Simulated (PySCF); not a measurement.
# CH4F2Si (SMILES C[SiH](F)F): CAM-B3LYP/6-31G(d) (spherical functions)

Aim: the vertical ionisation energy of CH4F2Si at CAM-B3LYP/6-31G* (spherical functions), from 2 runs. The job is set up through a Python script.

The calculation is run with PySCF 2.14.0.

## Step 1: The molecule

The species is CH4F2Si (8 atoms), meant as a singlet with charge 0. SMILES: `C[SiH](F)F`. The shape is that of a PBE0-D4/def2-TZVP optimisation.

Bond lengths: C1–Si2 1.840 Å, Si2–F3 1.591 Å, Si2–F4 1.591 Å, C1–H5 1.092 Å, C1–H6 1.093 Å, C1–H7 1.093 Å, Si2–H8 1.477 Å. Some angles: C1–Si2–F3 109.8°, C1–Si2–F4 109.8°, F3–Si2–F4 106.8°, C1–Si2–H8 114.8°, F3–Si2–H8 107.6°, F4–Si2–H8 107.6°, Si2–C1–H5 110.7°, Si2–C1–H6 110.6°, Si2–C1–H7 110.6°, H5–C1–H6 108.3°.

## Step 2: The energy at CAM-B3LYP/6-31G(d) (spherical functions)

Contents of input.xyz:

```xyz
8

C     -0.387100     0.881700    -0.174700
Si     0.329300    -0.775200     0.180600
F      1.916300    -0.678300     0.226700
F     -0.035400    -1.783900    -0.994000
H     -0.013400     1.269000    -1.125400
H     -0.122700     1.591000     0.613300
H     -1.476800     0.824400    -0.231400
H     -0.118100    -1.385700     1.449000
```

Contents of calc.py:

```python
from pyscf import gto, dft

mol = gto.M(
    atom='input.xyz',
    verbose=3,
    charge=0,
    max_memory=1860,
    basis='6-31g*',
)

mf = dft.RKS(mol, xc='cam-b3lyp')
mf.conv_tol = 1e-10
mf.grids.level = 5
mf.kernel()
if not mf.converged:
    mf = mf.newton().run(mf.mo_coeff, mf.mo_occ)

etot = mf.e_tot
print('Final energy', etot)
```

The run is started by

```sh
OMP_NUM_THREADS=1 python calc.py
```

The program printed:

```text
converged SCF energy = -529.73560423517
Final energy -529.7356042351696
```

It took 17 s on 1 thread of Arm Neoverse V2, shared host; peak memory 0.36 GiB.

## Step 3: The doublet cation

Contents of job.py:

```python
from pyscf import gto, dft

system = gto.M(
    atom='''
C     -0.387100     0.881700    -0.174700
Si     0.329300    -0.775200     0.180600
F      1.916300    -0.678300     0.226700
F     -0.035400    -1.783900    -0.994000
H     -0.013400     1.269000    -1.125400
H     -0.122700     1.591000     0.613300
H     -1.476800     0.824400    -0.231400
H     -0.118100    -1.385700     1.449000
''',
    spin=1,
    charge=1,
    max_memory=1860,
    verbose=3,
    basis='6-31g*',
)

mf = dft.UKS(system)
mf.xc = 'cam-b3lyp'
mf.conv_tol = 1e-10
mf.grids.level = 5
mf.kernel()
if not mf.converged:
    mf = mf.newton().run(mf.mo_coeff, mf.mo_occ)

etot = mf.e_tot
print('Final energy', etot)
```

The run is started by

```sh
OMP_NUM_THREADS=1 python job.py
```

The program printed:

```text
WARN: HOMO -0.364304566708502 >= LUMO -0.364304566708503

converged SCF energy = -529.301569149364  <S^2> = 0.75935189  2S+1 = 2.0093301
Final energy -529.3015691493637
```

It took 39 s on 1 thread of Arm Neoverse V2, shared host; peak memory 0.38 GiB.

## Step 4: Summary of results

At CAM-B3LYP/6-31G* (spherical functions):

```
                                          quantity          value
                     singlet CH4F2Si: total energy  -529.73560 Eh
                    singlet CH4F2Si: dipole moment         2.07 D
                      singlet CH4F2Si: HOMO energy      -10.57 eV
                      singlet CH4F2Si: LUMO energy        2.71 eV
                    singlet CH4F2Si: HOMO–LUMO gap       13.28 eV
                      doublet cation: total energy  -529.30157 Eh
doublet cation: HOMO energy (highest over α and β)      -18.88 eV
 doublet cation: LUMO energy (lowest over α and β)      -13.04 eV
                              doublet cation: ⟨S²⟩          0.759
vertical ionisation energy (to the doublet cation)      11.811 eV
```

What this shows: Removing an electron at fixed nuclei costs 11.81 eV (1140 kJ/mol). The negative HOMO energy of the first species, 10.57 eV, lies 1.24 eV below that difference. Mulliken charges (singlet CH4F2Si) run from -0.71 on C1 to +1.04 on Si2.
